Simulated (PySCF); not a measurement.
**A gas-phase reaction: GeH4S + BrH → BrGeH3 + H2S**

Wanted: the reaction energy for `[SH][GeH3]` + `Br` → `[GeH3][Br]` + `S`.

Programs: PySCF 2.14.0. All values are calculated, for the isolated system unless a continuum is named. Atoms count from 0, parts from 1.

### 1 The system as given

Each species was relaxed by itself at PBE0-D3(BJ)/def2-SVPD.

### 2 Reaction energy: wB97M-D3(BJ)/def2-TZVPD

The job: settings as JSON, then the geometry in Å.

```
{"job": {"kind": "react", "xc": "wB97M-D3(BJ)", "basis": "def2-TZVPD"}, "charge": 0, "multiplicity": 1}
-1 GeH4S charge 0 multiplicity 1
S      0.545060     0.459090     1.579920
Ge     0.045080    -0.314920    -0.460120
H     -0.437450     1.387170     1.597250
H      1.072040    -1.424650    -0.713170
H      0.185140     0.807360    -1.499820
H     -1.384030    -0.878400    -0.475580

-1 BrH charge 0 multiplicity 1
Br     0.715010     0.002620    -0.004800
H     -0.708710     0.000220     0.004140

+1 BrGeH3 charge 0 multiplicity 1
Ge    -0.154470     0.015260    -0.005120
Br     2.162560    -0.063460    -0.099360
H     -0.559720     1.477080    -0.219560
H     -0.677760    -0.892560    -1.122820
H     -0.561690    -0.493140     1.381550

+1 H2S charge 0 multiplicity 1
S     -0.005450     0.615460    -0.003600
H      0.968100    -0.319700     0.006140
H     -0.981660    -0.316980    -0.001440
```

Level: wB97M-D3(BJ)/def2-TZVPD reaction energy of separated species, gas phase.

Command:

```sh
OMP_NUM_THREADS=1 python cluster_run.py task.json out
```

The driver reads the jobs from task.json and runs them one after another.

**Question.** The jobs that follow are: PBE0-D3(BJ)/def2-TZVPD reaction energy of separated species, gas phase; MP2/def2-TZVPD reaction energy of separated species, gas phase. Predict: reaction energy (wB97M-D3(BJ)/def2-TZVPD); ΔH, ΔG at 298 K (xTB thermal terms). Thermal terms come from harmonic xTB runs on each species.

**Answer**, as computed:

| quantity | value |
| --- | --- |
| reaction energy (wB97M-D3(BJ)/def2-TZVPD) | -8.86 kcal/mol |
| ΔH, ΔG at 298 K (xTB thermal terms) | -8.4, -8.1 kcal/mol |
| range of the reaction energy over the runs of this table | -9.04 to -8.60 kcal/mol |

The reaction is exothermic by 8.4 kcal/mol in the gas phase; dispersion gives +0.21, and xTB itself gave -13.41 for the electronic energy (xTB energies and thermal terms come from the earlier relaxation of each species, not shown). No barrier was sought. The reaction energy runs from -9.04 (MP2/def2-TZVPD) to -8.60 kcal/mol (PBE0-D3(BJ)/def2-TZVPD).
